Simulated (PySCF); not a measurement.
# C5H6BBrO: the cost of one run

The runs use PySCF 2.14.0, with density-fitted response routines of our own; the level of theory stands in each step. All values are computed, except where a source is named. Atoms are numbered from 0 throughout.

## (1) The starting structure

14 atoms, charge 0, multiplicity 1; geometry from: GFN2-xTB.

Bonds of the start (Å): B0–C1 1.57, C1–O2 1.42, O2–C3 1.35, C3–C4 1.42, C4–C5 1.20, C3–C6 1.34, C6–Br7 1.88, B0–H8 1.16, B0–H9 1.17, C1–H10 1.10, C1–H11 1.10, C5–H12 1.05, C6–H13 1.07.

## (2) J couplings: B3LYP/pcSseg-1+pcJ-1

What the job is given:

```
{"job": {"kind": "j", "xc": "B3LYP", "basis": "pcJ-1"}, "charge": 0, "multiplicity": 1}
B      2.717227    -0.206550    -0.099137
C      1.167773    -0.453125    -0.161563
O      0.407892     0.691534     0.203534
C     -0.941275     0.592827     0.194058
C     -1.585235    -0.618811    -0.173024
C     -2.100658    -1.656539    -0.490214
C     -1.703571     1.644139     0.532400
Br    -0.936685     3.289777     1.031507
H      3.142401     0.825029     0.233219
H      3.412979    -1.094910    -0.392857
H      0.876339    -0.779128    -1.172815
H      0.898482    -1.296088     0.495470
H     -2.579132    -2.550004    -0.762081
H     -2.777215     1.611375     0.539338
```

With the program's defaults for keys left out, this is: B3LYP/pcJ-1 Br:pcSseg-1 indirect spin-spin coupling, non-relativistic, gas phase.

Launch:

```
$ OMP_NUM_THREADS=1 python probes_run.py task.json out
```

One launch serves the whole session: the jobs run in the order shown.

**Question.** How long does this job take on 1 thread of Arm Neoverse N1, shared host, and how much memory does it need?

About 3 min, with a peak of 1.4 GiB.
